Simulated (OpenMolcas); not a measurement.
# GaNH2ClF (SMILES [NH2][Ga]([F])[Cl]): a chain of runs, part 2 of 3

OpenMolcas 26.06.

### 5 The energy along one coordinate at SC-NEVPT2(2,2)/ANO-R1 (sfX2C, RICD fitting, pt2 variant SC-NEVPT2) (run 4)

Contents of step4.input:

```
* ClFGaH2N NEVPT2
>>> COPY $CurrDir/step2.RasOrb $Project.RasOrb
>>> ForEach K in (1, 2, 3, 4, 5, 6, 7, 8, 9)
&GATEWAY
COORD
$CurrDir/point$K.xyz
BASIS
ANO-R1
GROUP
NoSym
RICD
&SEWARD
&RASSCF
FILEORB
$Project.RasOrb
SPIN
1
NACTEL
2 0 0
INACTIVE
32
RAS2
2
ORBLISTING
Nothing
ORBAPPEAR
Compact
&CASPT2
SC-NEVPT2
FROZEN
16
>>> EndDo
```

The run is started by

```bash
export MOLCAS_MEM=1860
pymolcas step4.input > step4.log
```

Output:

```text
--- Start Module: gateway ---

                                              &GATEWAY

                       available to each process: 1.9 GB of memory, 1 thread

++    Symmetry information:
      ---------------------

                    Character Table for C1

                             E
                    a        1  x, y, xy, Rz, z, xz, Ry, yz, Rx, I
--

++    Basis set information:
      ----------------------

      Basis set label: N.ANO-R...3S2P1D.

      Electronic valence basis set:
      ------------------
      Associated Effective Charge   7.000000 au
      Associated Actual Charge      7.000000 au
      Nuclear Model: Finite nucleus - Gaussian distribution
        Gaussian exponent, Xi/bohr**(-2):  6.28656E+08

      Shell  nPrim  nBasis  Cartesian Spherical Contaminant
         s      13       3        X
         p       8       2        X
         d       4       1                 X

      Basis set label: GA.ANO-R...5S4P3D1F.

      Electronic valence basis set:
      ------------------
      Associated Effective Charge  31.000000 au
      Associated Actual Charge     31.000000 au
      Nuclear Model: Finite nucleus - Gaussian distribution
        Gaussian exponent, Xi/bohr**(-2):  2.62670E+08

      Shell  nPrim  nBasis  Cartesian Spherical Contaminant
         s      20       5        X
         p      15       4        X
         d       9       3                 X
         f       6       1                 X

      Basis set label: F.ANO-R...3S2P1D.

      Electronic valence basis set:
      ------------------
      Associated Effective Charge   9.000000 au
      Associated Actual Charge      9.000000 au
      Nuclear Model: Finite nucleus - Gaussian distribution
        Gaussian exponent, Xi/bohr**(-2):  5.35469E+08

      Shell  nPrim  nBasis  Cartesian Spherical Contaminant
         s      13       3        X
         p       8       2        X
         d       4       1                 X

      Basis set label: CL.ANO-R...4S3P1D.

      Electronic valence basis set:
      ------------------
      Associated Effective Charge  17.000000 au
      Associated Actual Charge     17.000000 au
      Nuclear Model: Finite nucleus - Gaussian distribution
        Gaussian exponent, Xi/bohr**(-2):  3.84638E+08

      Shell  nPrim  nBasis  Cartesian Spherical Contaminant
         s      17       4        X
         p      11       3        X
         d       7       1                 X

      Basis set label: H.ANO-R...2S1P.

      Electronic valence basis set:
      ------------------
      Associated Effective Charge   1.000000 au
      Associated Actual Charge      1.000000 au
      Nuclear Model: Finite nucleus - Gaussian distribution
        Gaussian exponent, Xi/bohr**(-2):  2.12482E+09

      Shell  nPrim  nBasis  Cartesian Spherical Contaminant
         s       7       2        X
         p       4       1        X
--

++    Molecular structure info:
      -------------------------

                    ************************************************
                    **** Cartesian Coordinates / bohr, angstrom ****
                    ************************************************

     Center  Label                x              y              z                     x              y              z
        1      N1              -0.290857       2.066177       0.034576             -0.153915       1.093374       0.018297
        2      GA2              0.514922      -1.218167       0.145692              0.272485      -0.644626       0.077097
        3      F3               3.040163      -2.182494       2.028615              1.608785      -1.154926       1.073497
        4      CL4             -1.323970      -4.048220      -2.002170             -0.700615      -2.142226      -1.059503
        5      H5               0.381536       3.196472       1.127789              0.201900       1.691500       0.596800
        6      H6              -1.869156       2.692811      -0.815234             -0.989115       1.424974      -0.431403

                    ***************************************
                    *    InterNuclear Distances / bohr    *
                    ***************************************

               1 N1            2 GA2           3 F3            4 CL4           5 H5            6 H6
    1 N1       0.000000
    2 GA2      3.383569        0.000000
    3 F3       5.755267        3.294263        0.000000
    4 CL4      6.526984        4.000506        6.226864        0.000000
    5 H5       1.710202        4.524526        6.067377        8.074092        0.000000
    6 H6       1.898914        4.680059        7.480474        6.866407        3.015730        0.000000

                    *******************************************
                    *    InterNuclear Distances / angstrom    *
                    *******************************************

               1 N1            2 GA2           3 F3            4 CL4           5 H5            6 H6
    1 N1       0.000000
    2 GA2      1.790508        0.000000
    3 F3       3.045556        1.743249        0.000000
    4 CL4      3.453931        2.116976        3.295114        0.000000
    5 H5       0.905000        2.394276        3.210717        4.272625        0.000000
    6 H6       1.004862        2.476580        3.958496        3.633546        1.595855        0.000000

                    **************************************
                    *    Valence Bond Angles / degree    *
                    **************************************
                          Atom centers                 Phi
                      5 H5       1 N1       6 H6       113.25
--

[... 128 lines left out ...]
                                         RASSCF iterations: Energy and convergence statistics
[... 23 lines left out ...]
      conf/sym  11     Coeff  Weight
[... 24 lines left out ...]
      Final state energy(ies):
[... 98 lines left out ...]
      Spin density orbitals for root   1 are written to the SPDORB.1 file
[... 93 lines left out ...]
      Reference energy:       -2558.5249620943
[... 16 lines left out ...]
      Total energy:           -2559.4582986342
[... 300 lines left out ...]
      Convergence after 11 iterations
[... 16 lines left out ...]
      Natural orbitals and occupation numbers for root  1
[... 23 lines left out ...]
::    RASSCF root number  1 Total energy:  -2558.53767362
[... 107 lines left out ...]
 ###    WARNING: User changed nr of frozen orbitals.                         ###
[... 84 lines left out ...]
      Total energy:           -2559.4715423371
[... 15 lines left out ...]
      Reference weight:           0.82361
[... 306 lines left out ...]
      Note: transformation to natural orbitals
[... 12 lines left out ...]
      *                                                    Final results                                                     *
[... 20 lines left out ...]
      Von Neumann Entropy (Root   1) =  0.09051
[... 152 lines left out ...]
      Imaginary shift                            0.00
[... 40 lines left out ...]
      Reference weight:           0.82256
[... 27 lines left out ...]
::    SC-NEVPT2 Root  1     Total energy:  -2559.46569090
[... 295 lines left out ...]
      printout of CI-coefficients larger than  0.05 for root  1
[... 12 lines left out ...]
++    Final optimization conditions:
[... 46 lines left out ...]
      Dipole Moment (debye):
[... 141 lines left out ...]
 Compute H0 matrices for state    1
[... 29 lines left out ...]
  FINAL SC-NEVPT2 RESULT:
[... 225 lines left out ...]
      Nuclear repulsion energy =  360.13262510
[... 91 lines left out ...]
      energy=   -2558.465253
[... 15 lines left out ...]
      RASSCF energy for state  1                  -2558.46525289
[... 107 lines left out ...]
      Natural orbitals for root   1 are written to the RASORB.1 file
[... 92 lines left out ...]
  FINAL PC-NEVPT2 RESULT:
[... 15 lines left out ...]
      Reference energy:       -2558.4652528850
[... 286 lines left out ...]
                                         RASSCF iterations: Energy and convergence statistics
[... 23 lines left out ...]
      conf/sym  11     Coeff  Weight
[... 24 lines left out ...]
      Final state energy(ies):
[... 98 lines left out ...]
      Spin density orbitals for root   1 are written to the SPDORB.1 file
[... 93 lines left out ...]
      Reference energy:       -2558.4193799998
[... 16 lines left out ...]
      Total energy:           -2559.3458178309
[... 294 lines left out ...]
      Convergence after 16 iterations
[... 16 lines left out ...]
      Natural orbitals and occupation numbers for root  1
[... 23 lines left out ...]
::    RASSCF root number  1 Total energy:  -2558.38248516
[... 107 lines left out ...]
 ###    WARNING: User changed nr of frozen orbitals.                         ###
[... 84 lines left out ...]
      Total energy:           -2559.3023364240
[... 15 lines left out ...]
      Reference weight:           0.82334
[... 300 lines left out ...]
      Note: transformation to natural orbitals
[... 12 lines left out ...]
      *                                                    Final results                                                     *
[... 20 lines left out ...]
      Von Neumann Entropy (Root   1) =  0.91683
[... 152 lines left out ...]
      Imaginary shift                            0.00
[... 40 lines left out ...]
      Reference weight:           0.82636
[... 27 lines left out ...]
::    SC-NEVPT2 Root  1     Total energy:  -2559.27584681
[... 289 lines left out ...]
      printout of CI-coefficients larger than  0.05 for root  1
[... 12 lines left out ...]
++    Final optimization conditions:
[... 46 lines left out ...]
      Dipole Moment (debye):
[... 20 lines left out ...]
      LoProp Charges per center

                   N1       GA2      F3       CL4      H5       H6
      Nuclear      7.0000  31.0000   9.0000  17.0000   1.0000   1.0000
      Electronic  -7.6065 -29.9751  -9.4993 -17.2814  -1.0038  -0.6339

      Total       -0.6065   1.0249  -0.4993  -0.2814  -0.0038   0.3661
--

      Natural Bond Order analysis for root number:  1

++    Natural Bond Order analysis
      ---------------------------
      Based on LoProp computed density
      -------------------------------------------------------------------------------------
      Atom A       Atom B       Bond Order
      -------------------------------------------------------------------------------------
      NBO located      0.998 non-bonded electrons on atom N1
      NBO located      1.013 non-bonded electrons on atom GA2
      NBO located      1.005 non-bonded electrons on atom GA2
      NBO located      0.996 non-bonded electrons on atom GA2
      NBO located      0.997 non-bonded electrons on atom GA2
      NBO located      0.997 non-bonded electrons on atom GA2
      NBO located      0.998 non-bonded electrons on atom GA2
      NBO located      0.999 non-bonded electrons on atom GA2
      NBO located      0.999 non-bonded electrons on atom GA2
      NBO located      1.000 non-bonded electrons on atom GA2
      NBO located      1.000 non-bonded electrons on atom GA2
      NBO located      1.000 non-bonded electrons on atom GA2
      NBO located      1.000 non-bonded electrons on atom GA2
      NBO located      1.000 non-bonded electrons on atom GA2
      NBO located      1.000 non-bonded electrons on atom GA2
      NBO located      1.000 non-bonded electrons on atom F3
      NBO located      0.999 non-bonded electrons on atom CL4
      NBO located      1.000 non-bonded electrons on atom CL4
      NBO located      1.000 non-bonded electrons on atom CL4
      NBO located      1.000 non-bonded electrons on atom CL4
      NBO located      1.000 non-bonded electrons on atom CL4
      The remaining   13.264 electrons are to be considered as diffuse
--

--

      Average orbitals are written to the RASORB file
      Natural orbitals for root   1 are written to the RASORB.1 file
      Spin density orbitals for root   1 are written to the SPDORB.1 file

--- Stop Module: rasscf /rc=_RC_ALL_IS_WELL_ ---
--- Module rasscf spent 6 seconds ---

--- Start Module: caspt2 ---

                                              &CASPT2

                       available to each process: 1.9 GB of memory, 1 thread

 ###############################################################################
 ###    WARNING: User changed nr of frozen orbitals.                         ###
 ###############################################################################

++    Wave function specifications:
      -----------------------------

      Number of closed shell electrons          32
      Number of electrons in active shells       2
      Max number of holes in RAS1 space          0
      Max number of electrons in RAS3 space      0
      Number of inactive orbitals               16
      Number of active orbitals                  2
      Number of secondary orbitals              61
      Spin quantum number                      0.0
      State symmetry                             1
      Number of CSFs                             3
      Number of CASSCF root(s) available         1
      NEVPT2 state passed to geometry opt.       1
      A file JOBMIX will be created
      This is a CASSCF or RASSCF reference function
--

++    Orbital specifications:
      -----------------------

      Symmetry species                           1
                                                 a
      Frozen orbitals                           16
      Inactive orbitals                         16
      Active orbitals                            2
      Secondary orbitals                        61
      Deleted orbitals                           0
      Number of basis functions                 95
--

++    NEVPT2 specifications:
      ----------------------

      Type of calculation                        SS-NEVPT2
      Internal contraction for energies          partially and strongly contracted
                                                 (PC-NEVPT2 and SC-NEVPT2)
      Denominator threshold for SC-NEVPT2        1.00E-09
      Fock operator                              state-specific
      0th-order Hamiltonian                      DYALL
      IPEA shift                                 0.00
      Real shift                                 0.00
      Imaginary shift                            0.00
      The input orbitals will be transformed to quasi-canonical
--

--------------------------------------------------------------------------------
 Estimated memory requirements:
  POLY3 :                   250070
  RHS:                      789316
  SIGMA :                   764352
  PRPCTL:                        0
 Available workspace:    232485298

++ NEVPT2 computation for group   1

********************************************************************************
 Multi-State initialization phase begins for group   1
--------------------------------------------------------------------------------
********************************************************************************
 Compute H0 matrices for state    1
--------------------------------------------------------------------------------
--------------------------------------------------------------------------------
 H0 matrices have been computed.

********************************************************************************
  NEVPT2 EQUATION SOLUTION
--------------------------------------------------------------------------------

  Total nr of NEVPT2 parameters:
   Before reduction:      643535
   After  reduction:      633165

 Variance of |WF0>:       6.3360542960
-----------------------------------------------------------------------------------------------------------------------------

  FINAL PC-NEVPT2 RESULT:

      Reference energy:       -2558.3629053647
      E2 (Non-variational):      -0.9104066997
      E2 (Variational):          -0.9104066997
      Total energy:           -2559.2733120644
      Residual norm:              0.0000000000
      Reference weight:           0.82745

      Contributions to the PC-NEVPT2 correlation energy
      Active & Virtual Only:         -0.0000777810
      One Inactive Excited:          -0.0472766358
      Two Inactive Excited:          -0.8630522830

  FINAL SC-NEVPT2 RESULT:

      Reference energy:       -2558.3629053647
      E2 (Non-variational):      -0.9103895742
      E2 (Variational):          -0.9103895742
      Total energy:           -2559.2732949389
      Residual norm:              0.0000000000
      Reference weight:           0.82749

      Contributions to the SC-NEVPT2 correlation energy
      Active & Virtual only:         -0.0000777963
      One Inactive Excited:          -0.0472596160
      Two Inactive Excited:          -0.8630521619

   (Skip denominator check etc. with SC-NEVPT2 wavefunction)

   (Skipping property calculation,
    use PROP keyword to activate)
--

  Total SC-NEVPT2 energies:
::    SC-NEVPT2 Root  1     Total energy:  -2559.27329494

  A NEW JOBIPH FILE NAMED 'JOBMIX' IS PREPARED.
********************************************************************************
--- Stop Module: caspt2 /rc=_RC_ALL_IS_WELL_ ---
--- Module caspt2 spent 1 second ---

>>> END FOREACH

.##################.
.# Happy landing! #.
.##################.

    Timing: Wall=137.11 User=126.33 System=9.65
```

Run time: 2.3 min. Hardware: 1 thread of Intel Xeon Platinum 8375C at 2.90GHz (Ice Lake), shared host; peak memory 0.16 GiB.

The scan, from its lowest point:

```csv
H5–N1 (Å),energy (kJ/mol)
0.905,34.6
1.005,0.0
1.106,15.2
1.257,82.3
1.458,197.0
1.709,329.9
2.011,444.4
2.413,513.6
3.016,520.3
```

[end of part 2 of 3]
